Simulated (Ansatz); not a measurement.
# Si2Ni: the cost of one run

Method: DFT PBE, scalar-relativistic, plane waves, PAW, in Ansatz 0.2.0.

The COD entry's cell or inner coordinates are ideal or old and differ from later refinements, so a difference from it is no clean test against experiment.

1 further run of the same task is left out (it didn't finish).

### 1 The structure to begin with

The structure is cubic, space group Fm-3m (No. 225). The conventional cell has a = 5.395 Å, b = 5.395 Å, c = 5.395 Å, α = 90.00°, β = 90.00°, γ = 90.00°. Si (site symmetry -43m) is surrounded by 4 Ni at 2.34 Å. Around Ni (site symmetry m-3m) lie 8 Si at 2.34 Å.

Structure file:

```xyz
3
Lattice="0.0000 2.6975 2.6975 2.6975 0.0000 2.6975 2.6975 2.6975 0.0000" Properties=species:S:1:pos:R:3 pbc="T T T"
Si    1.3487    1.3487    1.3487
Si    4.0462    4.0462    4.0462
Ni    0.0000    0.0000    0.0000
```

The start is a polymorph listed in a database, not an invented cell.

### 2 The guess as it stands, on a coarse mesh

Input file input.yaml:

```yaml
crystal:
  lattice:
    - [0.0, 2.69749999, 2.69749999]
    - [2.69749999, 0.0, 2.69749999]
    - [2.69749999, 2.69749999, 0.0]
  atoms:
    - { symbol: Si, position: [0.25, 0.25, 0.25] }
    - { symbol: Si, position: [0.75, 0.75, 0.75] }
    - { symbol: Ni, position: [0.0, 0.0, 0.0], spin: 2.0 }
basis:
  ecutwfc: 420
kpoints:
  mp_grid: { grid: [6, 6, 6] }
hamiltonian:
  xc: pbe
scf:
  occupations: { method: gaussian, width: 0.1 }
  lower_state_search: "off"
output:
  forces: true
  stress: true
  eigenvalues: true
  populations: true
magnetization:
  spin_polarized: true
```

Started as:

```bash
> ansatz run input.yaml --threads 1 --pin off --max-ram 2560MiB --backend cpu --events-out ev --progress --plain --runs-dir out
```

Q: Estimate wall time and peak memory on 1 thread of Intel Xeon at 2.50GHz (Skylake/Cascade Lake), shared host.

About 7 s, with a peak of 0.32 GiB.
